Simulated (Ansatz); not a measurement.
# W (Tungsten): the cost of one run

Computed with the Python package of Ansatz 0.2.0. Level of theory: DFT PBEsol, plane waves, PAW.

**1. The structure**

It takes space group Pm-3n (No. 223, cubic). The conventional cell has a = 5.083 Å, b = 5.083 Å, c = 5.083 Å, α = 90.00°, β = 90.00°, γ = 90.00°. W (site symmetry m-3) is surrounded by 12 W at 2.84 Å. W (site symmetry -4m2) has 6 W at 2.54 to 2.84 Å as nearest neighbours.

The script holds or builds the structure itself.

**2. The script**

File vcrelax.py:

```python
from pathlib import Path

import ansatz as az
from ase import Atoms
from ase.io import write
from ase.io.cube import read_cube_data
from ase.units import Bohr
import matplotlib.pyplot as plt
import numpy as np

def edges_and_angles(cell):
    cell = np.asarray(cell)
    a, b, c = np.linalg.norm(cell, axis=1)
    cosines = cell[1] @ cell[2] / (b * c), cell[0] @ cell[2] / (a * c), cell[0] @ cell[1] / (a * b)
    return (a, b, c, *np.degrees(np.arccos(cosines)))


def main() -> None:
    vectors = np.array([
        [5.083, 0.0, 0.0],
        [0.0, 5.083, 0.0],
        [0.0, 0.0, 5.083],
    ])
    system = (
        az.Lattice.of(vectors)
        .atom("W", (0.0, 0.0, 0.0))
        .atom("W", (0.5, 0.5, 0.5))
        .atom("W", (0.0, 0.5, 0.25))
        .atom("W", (0.0, 0.5, 0.75))
        .atom("W", (0.25, 0.0, 0.5))
        .atom("W", (0.75, 0.0, 0.5))
        .atom("W", (0.5, 0.75, 0.0))
        .atom("W", (0.5, 0.25, 0.0))
    )

    job = (
        system.calculation()
        .functional("PBEsol")
        .basis(450)
        .kpoints(density=4.1)
        .occupations("fermi_dirac", width=0.1)
        .scf(tolerance=1e-07)
        .relax(cell=True)
        .density()
        .output_files(volumetric_format=["cube", "npy"])
    )
    steps = []


    def collect(event):
        if event["event"] == "relax_step":
            steps.append(event["data"])


    result = job.session().plan().execute(on_event=collect)
    rep = result.report
    for s in steps:
        flag = "" if s["accepted"] else "  (rejected)"
        print("step %2d  E = %.5f eV  largest force component = %.4f eV/A%s" % (s["step"], s["lagrangian_ev"], s["allowed_force_max_ev_ang"], flag))

    first, last = steps[0], steps[-1]
    symbols = [site.symbol for site in result.lattice.sites]
    print(f"energy gained {first['lagrangian_ev'] - last['lagrangian_ev']:.4f} eV in {len(steps) - 1} steps")
    for label, vectors in (("before", first["cell_ang"]), ("after", result.lattice.cell_ang)):
        print(label, "a b c (A) {:.4f} {:.4f} {:.4f}  angles {:.2f} {:.2f} {:.2f}".format(*edges_and_angles(vectors)), f" V = {abs(np.linalg.det(vectors)):.3f} A^3")
    print("final stress xx yy zz (GPa, compression positive):", np.round(np.diag(rep["stress_gpa"]), 3) + 0.0)

    fig, (top, bottom) = plt.subplots(2, 1, sharex=True, figsize=(4.5, 4))
    top.plot([s["lagrangian_ev"] - last["lagrangian_ev"] for s in steps], "o-")
    top.set_ylabel("E - E(final) (eV)")
    bottom.semilogy([max(s["allowed_force_max_ev_ang"], 1e-6) for s in steps], "s-")
    bottom.set(xlabel="step", ylabel="largest force (eV/A)")
    fig.tight_layout()
    fig.savefig("relax.png", dpi=100)

    print("atom   start x y z (A)              end x y z (A)")
    for symbol, a, b in zip(symbols, first["positions_ang"], last["positions_ang"]):
        print(f"{symbol:3s}", " ".join(f"{v:8.4f}" for v in a), "  ", " ".join(f"{v:8.4f}" for v in b))

    relaxed = Atoms(symbols, positions=[site.position_ang for site in result.lattice.sites], cell=result.lattice.cell_ang, pbc=True)
    write("relaxed.extxyz", relaxed, format="extxyz")

    print(f"free energy      {rep['free_energy_ev']:.5f} eV")
    print(f"per atom         {rep['free_energy_ev'] / len(result.lattice.sites):.5f} eV")
    print(f"SCF iterations   {rep['n_iterations']}  (converged: {rep['converged']})")

    print("energy terms (eV)")
    for term, value in rep["components"].items():
        if abs(value) > 1e-9:
            print(f"  {term:26s} {value:16.5f}")

    folder = Path(result.write_results("cubes"))
    print("\n".join((folder / "rho.cube").read_text().splitlines()[: 6 + 6]))
    values, cube_atoms = read_cube_data(str(folder / "rho.cube"))
    print("electrons from the file:", round(values.mean() * cube_atoms.get_volume() / Bohr ** 3, 3))


if __name__ == "__main__":
    main()
```

**3. Running it**

On the command line:

```sh
> python vcrelax.py
```

Q: Estimate wall time and peak memory on 1 thread of Arm Neoverse V2, shared host.

About 37 s, with a peak of 0.61 GiB.
